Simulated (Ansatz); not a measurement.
**ZnSe: how the settings move a relaxation**

Question: which choices in the input matter for ZnSe?

Computed with Ansatz 0.2.0 (reference: DFT, r2SCAN, PAW with Ansatz's default frozen-core files, scalar-relativistic; relaxation of cell and atoms, unless a step's input says otherwise).

### Step 1. The system as given

The structure is cubic, space group F-43m (No. 216). The conventional cell has a = 5.668 Å, b = 5.668 Å, c = 5.668 Å, α = 90.00°, β = 90.00°, γ = 90.00°. Around Zn (site symmetry -43m) lie 4 Se at 2.45 Å. Se (site symmetry -43m) has 4 Zn at 2.45 Å as nearest neighbours.

Coordinates:

```cif
data_structure
_symmetry_space_group_name_H-M 'P 1'
_symmetry_Int_Tables_number 1
_cell_length_a 4.0076
_cell_length_b 4.0076
_cell_length_c 4.0076
_cell_angle_alpha 60.000
_cell_angle_beta 60.000
_cell_angle_gamma 60.000
_cell_volume 45.51
loop_
_atom_site_label
_atom_site_type_symbol
_atom_site_fract_x
_atom_site_fract_y
_atom_site_fract_z
_atom_site_occupancy
Zn1 Zn 0.00000 0.00000 0.00000 1
Se1 Se 0.75000 0.75000 0.75000 1
```

### Step 2. Reference

Contents of input.yaml:

```yaml
crystal:
  lattice:
    - [0.0, 2.8338, 2.8338]
    - [2.8338, 0.0, 2.8338]
    - [2.8338, 2.8338, 0.0]
  atoms:
    - { symbol: Zn, position: [0.0, 0.0, 0.0] }
    - { symbol: Se, position: [0.75, 0.75, 0.75] }
kpoints:
  mp_grid: { grid: [12, 12, 12] }
scf:
  occupations: { method: fermi_dirac, width: 0.08 }
hamiltonian:
  xc: r2scan
  pseudopotentials: { kind: paw }
relax:
  f_tol: 0.002
  max_steps: 80
  cell: {}
output:
  forces: true
  stress: true
  write_density: true
  write_potential: true
  elf: true
  volumetric_format: npy
```

Started as:

```sh
ansatz run input.yaml --threads 1 --pin off --max-ram 3072MiB --backend cpu --events-out ev --progress --plain --runs-dir out
```

### Step 3. The same system, input altered

Changes to input.yaml since step 2:

```diff
@@ -9,5 +9,6 @@
 kpoints:
-  mp_grid: { grid: [12, 12, 12] }
+  mp_grid: { grid: [8, 8, 8] }
 scf:
-  occupations: { method: fermi_dirac, width: 0.08 }
+  occupations: { method: fixed }
+  n_extra_bands: 16
 hamiltonian:
@@ -22,5 +23 @@
   stress: true
-  write_density: true
-  write_potential: true
-  elf: true
-  volumetric_format: npy
```

### Step 5. The same system, input altered

Changes to input.yaml since step 2:

```diff
@@ -9,5 +9,5 @@
 kpoints:
-  mp_grid: { grid: [12, 12, 12] }
+  mp_grid: { grid: [8, 8, 8], shift: [0.5, 0.5, 0.5] }
 scf:
-  occupations: { method: fermi_dirac, width: 0.08 }
+  occupations: { method: fixed }
 hamiltonian:
@@ -22,5 +22,2 @@
   stress: true
-  write_density: true
-  write_potential: true
-  elf: true
-  volumetric_format: npy
+accuracy: low
```

(Steps that only read results are left out.)

Q: Predict the outcome of this session. Wanted: for each run, ending; energy change; pressure; gap; force.

**Answer**, as computed:

```tsv
run	ending	energy change	pressure (GPa)	gap (eV)	force (eV/Å)	cycles	time
reference	converged	0	0.0	1.87	0.00	16	35 s
1: mp_grid.grid [8, 8, 8], occupations.method fixed, n_extra_bands 16	converged	+0.2 meV/atom (σ→0)	0.0	1.87	0.00	16	16 s
2: mp_grid.grid [8, 8, 8], mp_grid.shift [0.5, 0.5, 0.5], occupations.method fixed, accuracy low	converged	+0.1 meV/atom (σ→0)	0.0	2.26	0.00	16	25 s
```

Times don't compare one to one where runs were asked for different outputs or read a saved state (see the inputs); cycles may leave out searches for a lower state.

Of the converged runs whose energies compare with the reference's, «mp_grid.grid [8, 8, 8], occupations.method fixed, n_extra_bands 16» moves the energy most (+0.2 meV/atom) and «mp_grid.grid [8, 8, 8], mp_grid.shift [0.5, 0.5, 0.5], occupations.method fixed, accuracy low» least (+0.1 meV/atom).
